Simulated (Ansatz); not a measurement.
# CH7BFNSi: a ladder of functionals and wavefunction methods

One table from this session's results is given with a row withheld; the runs are named, their logs left out.

Program: Ansatz 0.2.0, Gaussian basis. Level of theory: functionals in def2-TZVPP, the program's frozen cores in correlated methods. These are calculated values, not measurements.

Plan: PBE-D4, r2SCAN-D4, PBE0-D4, B3LYP-D4, ωB97X-V, ωB97M-V, B2PLYP; CCSD(T)/def2-TZVPP; MP2/def2-QZVPP; extrapolation to the limit.

### Structure used throughout

The geometry comes from an earlier relaxation with PBE0-D4 in a triple-zeta def2 set; it is a stationary point, not always the lowest conformer.

12 atoms, charge 0, spin multiplicity 1.

Atoms are counted from 1 here; the program's logs count them from 0.

Bond lengths: B1–Si2 2.010 Å, B1–N5 1.662 Å, B1–H6 1.203 Å, B1–H7 1.211 Å, Si2–F3 1.617 Å, Si2–C4 1.923 Å, Si2–H8 1.490 Å, C4–N5 1.506 Å, C4–H9 1.091 Å, C4–H10 1.091 Å, N5–H11 1.015 Å, N5–H12 1.016 Å. Angles: Si2–B1–N5 84.2°, Si2–B1–H6 126.6°, Si2–B1–H7 108.3°, N5–B1–H6 111.5°, N5–B1–H7 106.0°, H6–B1–H7 114.7°, B1–Si2–F3 120.8°, B1–Si2–C4 76.9°, B1–Si2–H8 127.6°, F3–Si2–C4 108.8°, F3–Si2–H8 104.7°, C4–Si2–H8 113.2°, Si2–C4–N5 91.6°, Si2–C4–H9 110.3°, Si2–C4–H10 124.0°, N5–C4–H9 107.8°, N5–C4–H10 112.4°, H9–C4–H10 108.9° and more.

The first run:

Contents of in.yaml:

```yaml
crystal:
  periodic: [false, false, false]
  atoms:
    - {symbol: B, position_ang: [0.452879, 1.138763, 0.518651]}
    - {symbol: Si, position_ang: [-0.925644, -0.241392, 1.004516]}
    - {symbol: F, position_ang: [-0.581841, -1.420054, 2.057244]}
    - {symbol: C, position_ang: [-0.357678, -0.790834, -0.748887]}
    - {symbol: N, position_ang: [0.891865, 0.043462, -0.651115]}
    - {symbol: H, position_ang: [1.396432, 1.475300, 1.184888]}
    - {symbol: H, position_ang: [-0.104262, 2.043771, -0.062274]}
    - {symbol: H, position_ang: [-2.399943, -0.056098, 1.113129]}
    - {symbol: H, position_ang: [-0.998138, -0.344165, -1.511502]}
    - {symbol: H, position_ang: [-0.147060, -1.824655, -1.026717]}
    - {symbol: H, position_ang: [1.660008, -0.523758, -0.307991]}
    - {symbol: H, position_ang: [1.190481, 0.444462, -1.536041]}
basis:
  gaussian: {orbitals: def2-TZVPP}
hamiltonian: {xc: pbe, dispersion: d4}
output: {forces: true, orbitals: {seedname: orbitals}}
```

Run with:

```
ansatz run in.yaml --threads 4 --pin off --events-out ev --progress --plain --max-ram 10444MiB
```

Among the steps run: PBE-D4 (GGA); r2SCAN-D4 (meta-GGA); PBE0-D4 (hybrid); B3LYP-D4 (hybrid); ωB97X-V (range-separated); ωB97M-V (range-separated); B2PLYP (double hybrid); CCSD(T) in def2-TZVPP; MP2 in def2-QZVPP.

One of the session's tables, all rows but one given; the rest of the session is left out.

It belongs to the step «Atomisation energies». 

| method | atomisation energy (eV) |
| --- | --- |
| PBE-D4 | 45.502 |
| r2SCAN-D4 | 44.822 |
| PBE0-D4 | 44.813 |
| B3LYP-D4 | 44.803 |
| ωB97X-V | 44.994 |
| ωB97M-V | 44.978 |
| B2PLYP | 44.285 |
| HF/def2-TZVPP | ? |
| MP2/def2-TZVPP | 44.162 |
| CCSD/def2-TZVPP | 42.952 |
| CCSD(T)/def2-TZVPP | 43.552 |
| MP2/CBS | 45.327 |
| CCSD(T)/CBS | 44.717 |

**Question.** Estimate the row for HF/def2-TZVPP.

As computed: atomisation energy (eV): 32.727. In the column «atomisation energy (eV)» it is the lowest.
